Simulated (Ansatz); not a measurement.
## Ta3N: relaxation of cell and atoms with PBEsol

Ta3N:

```xyz
4
Lattice="3.0322 0.0000 0.0000 -1.5161 2.6260 0.0000 0.0000 0.0000 7.5241" Properties=species:S:1:pos:R:3 pbc="T T T"
Ta    1.5161    0.8753    6.2155
Ta    0.0000    1.7507    1.3087
Ta    0.0000    0.0000    3.7621
N     0.0000    0.0000    0.0000
```

The cell comes from a database or a generator and needn't be the stable form of this composition.

```yaml
Program: Ansatz 0.2.0
Task: relaxation of cell and atoms
Functional: PBEsol
Potentials_or_basis: Ansatz PAW
Cutoff: "420 eV (not typed: the program's choice for these potentials)"
k_mesh: 10 × 10 × 4
Occupations: fermi-dirac, width 0.05 eV
Spin: no spin polarisation
```

| Property | Result |
| --- | --- |
| Relaxed volume | 14.52 Å³/atom |
| Relaxed cell | a = 2.999 Å, b = 2.999 Å, c = 7.455 Å, α = 90.00°, β = 90.00°, γ = 120.00° |
| Space group after relaxing (to 0.05 Å) | P-3m1 (No. 164) |
| Energy gained by relaxing | 13.0 meV/atom |
| Ionic steps | 8 |
| Pressure after relaxing | 0.0 GPa |
| Band gap on the k mesh | none (metal or under the smearing width) |

Step by step:
| step | energy change (eV) | largest force (eV/Å) | volume (Å³) |
| --- | --- | --- | --- |
| 1 | 0.0000 | 0.3941 | 59.91 |
| 2 | -0.0515 | 0.1709 | 58.25 |
| 3 | -0.0537 | 0.0477 | 58.04 |
| 4 | -0.0540 | 0.0050 | 58.08 |
| 5 | -0.0541 | 0.0001 | 58.08 |
| 6 | -0.0519 | 0.0000 | 58.08 |
| 7 | -0.0519 | 0.0001 | 58.07 |
| 8 | -0.0519 | 0.0001 | 58.07 |

Final structure:
```
Ta N
1.0
     2.99899    0.00000    0.00000
    -1.49949    2.59720    0.00000
     0.00000    0.00000    7.45504
Ta N
3 1
Cartesian
  1.4995 0.8657 6.1679
  0.0000 1.7315 1.2872
  0.0000 0.0000 3.7275
  0.0000 0.0000 0.0000
```

Levels at points of the mesh, in eV from the Fermi level:
```csv
k point,band 20,band 21,band 22,band 23,band 24,band 25
"(0.00, 0.00, 0.00)",-0.52,-0.52,-0.38,0.29,0.29,1.00
"(0.00, 0.00, -0.50)",-1.19,-0.31,-0.31,0.57,0.57,1.27
"(0.00, -0.50, 0.00)",-1.14,-0.55,0.25,0.74,0.98,3.62
"(0.00, -0.50, -0.50)",-1.28,-1.26,0.22,1.00,1.32,2.53
```

It took 43 s on 2 threads of Intel(R) Xeon(R) Processor @ 2.50GHz (Skylake/Cascade Lake), on a shared host, peak memory 0.42 GiB.

Caveat: the plane-wave basis is chosen anew once the cell has moved, so the energies of steps on either side of that aren't comparable; the PAW data sets come from PBE, with cores solved anew for the run's functional, which leaves a small shift of forces and pressure. The run has no spin-orbit coupling, so splittings on Ta are missing.
